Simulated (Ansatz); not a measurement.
# C₃H₆Si: small, medium and large basis sets

The task here is to estimate one member of a computed series from the others.

Computed with Ansatz 0.2.0, Gaussian basis. Level: one geometry, several basis sets.

The runs, in order: PBE0-D4/def2-SVP; ωB97M-V/def2-SVP; PBE0-D4/def2-QZVPP; ωB97M-V/def2-QZVPP; the functionals' def2-TZVPP values are taken from earlier runs.

## Structure used throughout

All runs share one geometry, relaxed beforehand with PBE0-D4 in a triple-zeta def2 set.

SMILES `C1=C[SiH2]C1`, 10 atoms, charge 0, spin multiplicity 1.

Atoms are counted from 1 here; the program's logs count them from 0.

Bond lengths: C1–C2 1.343 Å, C1–C4 1.517 Å, C1–H5 1.091 Å, C2–Si3 1.852 Å, C2–H6 1.082 Å, Si3–C4 1.897 Å, Si3–H7 1.490 Å, Si3–H8 1.490 Å, C4–H9 1.093 Å, C4–H10 1.093 Å. Angles: C2–C1–C4 109.1°, C2–C1–H5 126.9°, C4–C1–H5 124.1°, C1–C2–Si3 90.3°, C1–C2–H6 126.9°, Si3–C2–H6 142.8°, C2–Si3–C4 76.9°, C2–Si3–H7 118.0°, C2–Si3–H8 118.0°, C4–Si3–H7 117.1°, C4–Si3–H8 117.1°, H7–Si3–H8 107.6°, C1–C4–Si3 83.7°, C1–C4–H9 114.1°, C1–C4–H10 114.1°, Si3–C4–H9 117.5°, Si3–C4–H10 117.5°, H9–C4–H10 108.4°.

The first run:

File in.yaml:

```yaml
crystal:
  periodic: [false, false, false]
  atoms:
    - {symbol: C, position_ang: [-0.743663, 0.795598, -0.267872]}
    - {symbol: C, position_ang: [-1.111588, -0.482352, -0.457775]}
    - {symbol: Si, position_ang: [0.532222, -1.060628, 0.169455]}
    - {symbol: C, position_ang: [0.666549, 0.827932, 0.289236]}
    - {symbol: H, position_ang: [-1.340751, 1.686072, -0.471834]}
    - {symbol: H, position_ang: [-2.059360, -0.834432, -0.843728]}
    - {symbol: H, position_ang: [1.443844, -1.747340, -0.788619]}
    - {symbol: H, position_ang: [0.563018, -1.826609, 1.447301]}
    - {symbol: H, position_ang: [0.741557, 1.266060, 1.287461]}
    - {symbol: H, position_ang: [1.391270, 1.324400, -0.360626]}
basis:
  gaussian: {orbitals: def2-SVP}
hamiltonian: {xc: pbe0, dispersion: d4}
output: {orbitals: {seedname: orbitals}}
```

On the command line:

```console
$ ansatz run in.yaml --threads 2 --pin off --events-out ev --progress --plain --max-ram 4352MiB
```

Steps of the session up to this table: PBE0-D4 in def2-SVP; ωB97M-V in def2-SVP; PBE0-D4 in def2-QZVPP; ωB97M-V in def2-QZVPP.

One table of the session follows, with a row left open; its other results are not shown here.

It belongs to the step «Density functionals: the series». 

| functional | basis | HOMO (eV) | LUMO (eV) |
| --- | --- | --- | --- |
| PBE0-D4 | def2-SVP | -7.67 | 0.00 |
| PBE0-D4 | def2-TZVPP | -7.69 | -0.15 |
| PBE0-D4 | def2-QZVPP | -7.70 | -0.20 |
| ωB97M-V | def2-SVP | -9.86 | 2.23 |
| ωB97M-V | def2-TZVPP | ? | ? |
| ωB97M-V | def2-QZVPP | -9.91 | 1.48 |

**Question.** Estimate the row for ωB97M-V, def2-TZVPP.

The run gave: HOMO (eV): -9.90; LUMO (eV): 1.97. In the column «HOMO (eV)» it lies between ωB97M-V, def2-QZVPP (-9.91) and ωB97M-V, def2-SVP (-9.86).
